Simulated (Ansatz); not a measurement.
# Sc3InC (Pm-3m): test of the smearing width from a Python script

All numbers are computed with Ansatz 0.2.0 through its Python package. Level of theory: DFT LDA, plane waves, PAW.

### Step 1. Starting point

It takes space group Pm-3m (No. 221, cubic). The conventional cell has a = 4.551 Å, b = 4.551 Å, c = 4.551 Å, α = 90.00°, β = 90.00°, γ = 90.00°. Sc (site symmetry 4/mmm) is surrounded by 2 C at 2.28 Å. Around In (site symmetry m-3m) lie 12 Sc at 3.22 Å. Around C (site symmetry m-3m) lie 6 Sc at 2.28 Å.

No structure file is read: the coordinates are typed or built in the script.

### Step 2. The script

sc3inc_smear.py

```python
'''Smearing width test for Sc3InC.'''

import ansatz as az
from tabulate import tabulate


def main() -> None:
    lattice = az.Lattice.of(
        (4.55062, 0.0, 0.0),
        (0.0, 4.55062, 0.0),
        (0.0, 0.0, 4.55062),
    )
    sites = [
        ('Sc', (0.5, 0.0, 0.5)),
        ('Sc', (0.0, 0.5, 0.5)),
        ('Sc', (0.5, 0.5, 0.0)),
        ('In', (0.0, 0.0, 0.0)),
        ('C', (0.5, 0.5, 0.5)),
    ]
    crystal = az.Crystal(lattice=lattice)
    for symbol, position in sites:
        crystal = crystal.atom(symbol, position)

    model = (
        crystal.calculation()
        .functional(az.Functional.LDA)
        .basis(550)
        .kpoints(density=3.4)
        .stress()
    )

    rows = []
    for value in [0.3, 0.2, 0.1, 0.05]:
        report = model.occupations('fermi_dirac', width=value).run().report
        rows.append((value, report['free_energy_ev'] / len(report['lattice']['sites']), report['n_iterations'], sum(report['stress_gpa'][i][i] for i in range(3)) / 3, report['n_kpoints']))

    print(tabulate(rows, headers=['width (eV)', 'F/atom (eV)', 'iterations', 'P (GPa)', 'k-points'], floatfmt='.4f', tablefmt='plain'))

    # differences from the last row
    for row in rows[:-1]:
        shift = 1000 * (row[1] - rows[-1][1])
        print(f'{row[0]}: {shift:+.2f} meV/atom' + ('  (within 1 meV)' if abs(shift) < 1 else ''))


if __name__ == '__main__':
    main()
```

### Step 3. The input behind the calls

The package turns the script's settings into the engine's input (first run):

```yaml
crystal:
  lattice:
    - [4.55062, 0.0, 0.0]
    - [0.0, 4.55062, 0.0]
    - [0.0, 0.0, 4.55062]
  atoms:
    - { symbol: Sc, position: [0.5, 0.0, 0.5] }
    - { symbol: Sc, position: [0.0, 0.5, 0.5] }
    - { symbol: Sc, position: [0.5, 0.5, 0.0] }
    - { symbol: In, position: [0.0, 0.0, 0.0] }
    - { symbol: C, position: [0.5, 0.5, 0.5] }
basis:
  ecutwfc: 550.0
kpoints:
  mp_grid:
    kspacing: 0.29411764705882354
hamiltonian:
  xc: lda
scf:
  occupations:
    method: fermi_dirac
    width: 0.3
output:
  stress: true
```

### Step 4. The run

The run is started by

```console
> python sc3inc_smear.py
```

What time and memory should one allow on 1 thread of Arm Neoverse V2, shared host?

About 8.6 s, with a peak of 0.44 GiB.
